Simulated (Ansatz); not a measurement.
Wanted: the native input for an Ansatz 0.2.0 run.

| Quantity | Value |
| --- | --- |
| Task | single point |
| Functional | PBEsol |
| Potentials or basis | Ansatz PAW |
| Cutoff | 420 eV (not typed: the program's choice for these potentials) |
| k mesh | 8 × 8 × 8 |
| Occupations | fermi-dirac, width 0.05 eV |
| Spin | collinear spin, ferromagnetic start |
| Starting moments | [0.2666666667, 0.2666666667, 0.2666666667, 0.0, 0.0] μB |
| Fixed moment | 0.8 μB |

The system is YbGe2Ru2.

```
Yb Ru Ge
1.0
    -2.10150    2.10150    4.88150
     2.10150   -2.10150    4.88150
     2.10150    2.10150   -4.88150
Yb Ru Ge
1 2 2
Direct
  0.00000 0.00000 0.00000
  0.25000 0.75000 0.50000
  0.75000 0.25000 0.50000
  0.62500 0.62500 0.00000
  0.37500 0.37500 0.00000
```

These files were run (other wordings do the same):

input.yaml

```yaml
crystal:
  lattice:
    - [-2.1015, 2.1015, 4.8815]
    - [2.1015, -2.1015, 4.8815]
    - [2.1015, 2.1015, -4.8815]
  atoms:
    - { symbol: Yb, position: [0.0, 0.0, 0.0], spin: 0.2666666667 }
    - { symbol: Ru, position: [0.25, 0.75, 0.5], spin: 0.2666666667 }
    - { symbol: Ru, position: [0.75, 0.25, 0.5], spin: 0.2666666667 }
    - { symbol: Ge, position: [0.625, 0.625, 0.0] }
    - { symbol: Ge, position: [0.375, 0.375, 0.0] }
hamiltonian:
  xc: pbesol
  pseudopotentials: { kind: paw }
magnetization:
  spin_polarized: true
  initial_magnetization: 0.8
  spin_locking: { lock_magnetization: hard }
kpoints:
  mp_grid: { grid: [8, 8, 8] }
scf:
  occupations: { method: fermi_dirac, width: 0.05 }
  lower_state_search: "off"
output:
  forces: true
  stress: true
  eigenvalues: true
```

Potentials or basis: Ansatz PAW.

The run is started by

```console
$ ansatz run input.yaml --threads 2 --pin off --max-ram 5632MiB --backend cpu --events-out ev --progress --plain --runs-dir out
```

It gave:

The pressure is -0.3 GPa and the largest force is 0.750 eV/Å. The net moment is 0.80 μB per cell, the absolute moment is 0.80 μB per cell and the site moments are Yb +0.30; Ru +0.18; Ge +0.01 μB.

Caveat: spin-orbit coupling is left out, which moves the levels of the heavy elements; the cell's inner coordinates are idealised or old, which leaves forces on the atoms; the total moment is fixed, so each spin has its own Fermi level; without U or exact exchange the open f shell lies at the Fermi level, which spoils levels, moments and volumes; the PAW data sets come from PBE, with cores solved anew for the run's functional, which leaves a small shift of forces and pressure; the thresholds are loose for stress.

Run time: 41 s on 2 threads of Arm Neoverse V1, with other jobs on the host, peak memory 0.67 GiB.
